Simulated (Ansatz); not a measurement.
**F₂H₃NSSi: a ladder of functionals and wavefunction methods**

The task here is to estimate one member of a computed series from the others.

The runs use Ansatz 0.2.0, Gaussian basis; functionals in def2-TZVPP, the program's frozen cores in correlated methods.

Levels to be run: LDA (SPW92), PBE-D4, revPBE-D4, BLYP-D4, r2SCAN-D4, B97M-V, PBE0-D4, B3LYP-D4, r2SCANh-D4, r2SCAN0-D4, HSE06-D4, BHLYP-D4, CAM-B3LYP-D4, LC-ωPBE, ωB97X-V, ωB97M-V, B2PLYP, PBE-QIDH; CCSD(T)/def2-SVP; CCSD(T)/def2-TZVPP; MP2/def2-QZVPP; extrapolation to the limit; RPA on PBE.

## The geometry

All runs share one geometry, relaxed beforehand with PBE0-D4 in a triple-zeta def2 set.

SMILES `N[Si](F)(F)S`, 8 atoms, charge 0, spin multiplicity 1.

Atoms are counted from 1 here; the program's logs count them from 0.

Bond lengths: N1–Si2 1.678 Å, N1–H6 1.006 Å, N1–H7 1.005 Å, Si2–F3 1.590 Å, Si2–F4 1.585 Å, Si2–S5 2.105 Å, S5–H8 1.344 Å. Angles: Si2–N1–H6 122.1°, Si2–N1–H7 122.6°, H6–N1–H7 113.4°, N1–Si2–F3 116.2°, N1–Si2–F4 106.3°, N1–Si2–S5 109.0°, F3–Si2–F4 104.2°, F3–Si2–S5 107.1°, F4–Si2–S5 114.2°, Si2–S5–H8 93.7°.

Coordinates:

```xyz
8
F2H3NSSi
N     0.46492    1.23112    0.44973
Si   -0.12380   -0.10677   -0.37503
F     0.92098   -0.88633   -1.28466
F    -1.20049    0.44066   -1.40177
S    -0.88340   -1.49078    1.01716
H     0.44084    2.15549    0.05405
H     1.07814    1.15260    1.24193
H    -0.60498   -2.55319    0.24278
```

Set-up of the first run:

Contents of in.yaml:

```yaml
crystal:
  periodic: [false, false, false]
  atoms:
    - {symbol: N, position_ang: [0.464916, 1.231117, 0.449734]}
    - {symbol: Si, position_ang: [-0.123805, -0.106769, -0.375031]}
    - {symbol: F, position_ang: [0.920984, -0.886328, -1.284661]}
    - {symbol: F, position_ang: [-1.200493, 0.440661, -1.401767]}
    - {symbol: S, position_ang: [-0.883401, -1.490779, 1.017164]}
    - {symbol: H, position_ang: [0.440839, 2.155494, 0.054049]}
    - {symbol: H, position_ang: [1.078144, 1.152597, 1.241933]}
    - {symbol: H, position_ang: [-0.604984, -2.553194, 0.242779]}
basis:
  gaussian: {orbitals: def2-TZVPP}
hamiltonian: {xc: lda}
output: {orbitals: {seedname: orbitals}}
```

Launch:

```bash
ansatz run in.yaml --threads 4 --pin off --events-out ev --progress --plain --max-ram 10444MiB
```

Steps of the session up to this table: LDA; PBE-D4 (GGA); revPBE-D4 (GGA); BLYP-D4 (GGA); r2SCAN-D4 (meta-GGA); B97M-V (meta-GGA); PBE0-D4 (hybrid); B3LYP-D4 (hybrid); r2SCANh-D4 (hybrid); r2SCAN0-D4 (hybrid); HSE06-D4 (hybrid); BHLYP-D4 (hybrid); CAM-B3LYP-D4 (range-separated); LC-ωPBE (range-separated); ωB97X-V (range-separated); ωB97M-V (range-separated); B2PLYP (double hybrid); PBE-QIDH (double hybrid).

One of the session's tables, all rows but one given; the rest of the session is left out.

It belongs to the step «Frontier levels by functional». 

```
  functional  HOMO (eV)  LUMO (eV)  gap (eV)
 LDA (SPW92)      -6.86      -0.78      6.08
      PBE-D4      -6.72      -0.62      6.10
   revPBE-D4      -6.66      -0.54      6.12
     BLYP-D4      -6.54      -0.57      5.97
   r2SCAN-D4      -7.03      -0.25      6.78
      B97M-V      -7.11      -0.41      6.70
     PBE0-D4      -8.02       0.30      8.32
    B3LYP-D4      -7.75      -0.01      7.73
  r2SCANh-D4      -7.51       0.09      7.59
  r2SCAN0-D4      -8.22       0.57      8.79
    HSE06-D4      -7.61      -0.07      7.54
    BHLYP-D4      -9.14       1.07     10.22
CAM-B3LYP-D4      -9.36       1.22     10.58
     LC-ωPBE          ?          ?         ?
     ωB97X-V     -10.42       2.35     12.77
     ωB97M-V     -10.24       1.96     12.20
```

**Question.** Estimate the row for LC-ωPBE.

As computed: HOMO (eV): -10.81; LUMO (eV): 2.56; gap (eV): 13.37. In the column «HOMO (eV)» it is the lowest.
